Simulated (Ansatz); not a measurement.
**CH7AlBN: a ladder of functionals and wavefunction methods**

Aim: compute CH7AlBN with functionals from several rungs and with coupled cluster, and see how far each lands from CCSD(T) at the basis-set limit for the atomisation energy.

The runs use Ansatz 0.2.0, Gaussian basis; functionals in def2-TZVPP, the program's frozen cores in correlated methods.

Levels to be run: LDA (SPW92), PBE-D4, revPBE-D4, BLYP-D4, r2SCAN-D4, B97M-V, PBE0-D4, B3LYP-D4, r2SCANh-D4, r2SCAN0-D4, HSE06-D4, BHLYP-D4, CAM-B3LYP-D4, LC-ωPBE, ωB97X-V, ωB97M-V, B2PLYP, PBE-QIDH; CCSD(T)/def2-SVP; CCSD(T)/def2-TZVPP; MP2/def2-QZVPP; extrapolation to the limit; RPA on PBE.

**1. The geometry**

An earlier PBE0-D4 in a triple-zeta def2 set relaxation fixed the geometry.

SMILES `CB[NH][AlH2]`, 11 atoms, charge 0, spin multiplicity 1.

Atoms are counted from 1 here; the program's logs count them from 0.

Bond lengths: C1–B2 1.560 Å, C1–H5 1.095 Å, C1–H6 1.095 Å, C1–H7 1.092 Å, B2–N3 1.374 Å, B2–H8 1.272 Å, N3–Al4 1.828 Å, N3–H9 1.005 Å, Al4–H10 1.584 Å, Al4–H11 1.584 Å. Angles: B2–C1–H5 110.7°, B2–C1–H6 110.7°, B2–C1–H7 112.5°, H5–C1–H6 106.1°, H5–C1–H7 108.3°, H6–C1–H7 108.3°, C1–B2–N3 134.5°, C1–B2–H8 115.7°, N3–B2–H8 109.9°, B2–N3–Al4 91.2°, B2–N3–H9 124.7°, Al4–N3–H9 144.1°, N3–Al4–H10 118.7°, N3–Al4–H11 118.7°, H10–Al4–H11 121.6°.

As a file:

```csv
atom,x (Å),y (Å),z (Å)
C1,-0.6523,1.6986,0.1765
B2,-0.0985,0.2480,0.0277
N3,1.1581,-0.3080,0.0378
Al4,0.4632,-1.9786,-0.2200
H5,-1.3459,1.7636,1.0208
H6,-1.2256,1.9863,-0.7105
H7,0.1402,2.4351,0.3262
H8,-0.9717,-0.6605,-0.1446
H9,2.0114,0.2083,0.1588
H10,0.3811,-2.5502,-1.6955
H11,0.2052,-2.8995,1.0432
```

**2. LDA**

This LDA is Slater exchange with PW92 correlation.

Input file in.yaml:

```yaml
crystal:
  periodic: [false, false, false]
  atoms:
    - {symbol: C, position_ang: [-0.652312, 1.698608, 0.176539]}
    - {symbol: B, position_ang: [-0.098463, 0.248043, 0.027684]}
    - {symbol: N, position_ang: [1.158142, -0.308046, 0.037796]}
    - {symbol: Al, position_ang: [0.463243, -1.978600, -0.220007]}
    - {symbol: H, position_ang: [-1.345902, 1.763601, 1.020820]}
    - {symbol: H, position_ang: [-1.225601, 1.986323, -0.710466]}
    - {symbol: H, position_ang: [0.140228, 2.435118, 0.326169]}
    - {symbol: H, position_ang: [-0.971730, -0.660477, -0.144580]}
    - {symbol: H, position_ang: [2.011413, 0.208320, 0.158764]}
    - {symbol: H, position_ang: [0.381144, -2.550249, -1.695464]}
    - {symbol: H, position_ang: [0.205238, -2.899540, 1.043243]}
basis:
  gaussian: {orbitals: def2-TZVPP}
hamiltonian: {xc: lda}
output: {orbitals: {seedname: orbitals}}
```

Run with:

```console
ansatz run in.yaml --threads 2 --pin off --events-out ev --progress --plain --max-ram 4352MiB
```

Further steps of the session: PBE-D4 (GGA); revPBE-D4 (GGA); BLYP-D4 (GGA); r2SCAN-D4 (meta-GGA); B97M-V (meta-GGA); PBE0-D4 (hybrid); B3LYP-D4 (hybrid); r2SCANh-D4 (hybrid); r2SCAN0-D4 (hybrid); HSE06-D4 (hybrid); BHLYP-D4 (hybrid); CAM-B3LYP-D4 (range-separated); LC-ωPBE (range-separated); ωB97X-V (range-separated); ωB97M-V (range-separated); B2PLYP (double hybrid); PBE-QIDH (double hybrid); CCSD(T) in def2-SVP; CCSD(T) in def2-TZVPP; MP2 in def2-QZVPP; RPA on PBE orbitals.

Q: Predict the results of all the runs planned. Wanted: atomisation energy, CCSD(T)/CBS; farthest beyond LDA; mean size of error, GGA; mean size of error, meta-GGA; mean size of error, hybrid; mean size of error, range-separated; mean size of error, double hybrid; gap, smallest and largest; T1 diagnostic.

**Answer**, as computed:

```
                               quantity                                                       value
        atomisation energy, CCSD(T)/CBS                                               3872.0 kJ/mol
 functionals within 19.4 kJ/mol (0.5 %)  BLYP-D4, r2SCAN-D4, PBE0-D4, r2SCANh-D4, HSE06-D4, LC-ωPBE
                    farthest beyond LDA                                     BHLYP-D4 (-57.5 kJ/mol)
                mean size of error, GGA                                                 27.9 kJ/mol
           mean size of error, meta-GGA                                                 33.9 kJ/mol
             mean size of error, hybrid                                                 18.3 kJ/mol
    mean size of error, range-separated                                                 21.2 kJ/mol
      mean size of error, double hybrid                                                 23.0 kJ/mol
              gap, smallest and largest                   5.21 eV (LDA (SPW92)), 12.12 eV (LC-ωPBE)
                          T1 diagnostic                                                      0.0122
triples share of the correlation energy                                                       3.6 %
```

What this shows: The LDA atomisation energy is off by 477.5 kJ/mol (12 %): it overbinds. PBE-D4 is off by +43.9 kJ/mol. Double hybrids carry the basis error of their MP2 part in triple zeta, and no dispersion term here, so their miss is partly the set-up's. Taken by rung, hybrid functionals do best (18.3 kJ/mol on average) and meta-GGA ones worst beyond LDA (33.9 kJ/mol). The gap between the best rungs is small, so their order is not settled. Misses under about 19.4 kJ/mol are within the doubt on the reference itself, which lacks core-valence correlation, relativity and higher excitations. Hartree-Fock recovers 75 % of the binding; the rest is correlation. CCSD(T) in def2-SVP is off by -179.3 kJ/mol, worse than the median functional, from the basis alone. Orbital gaps span 5.2 to 12.1 eV; exact exchange widens them.
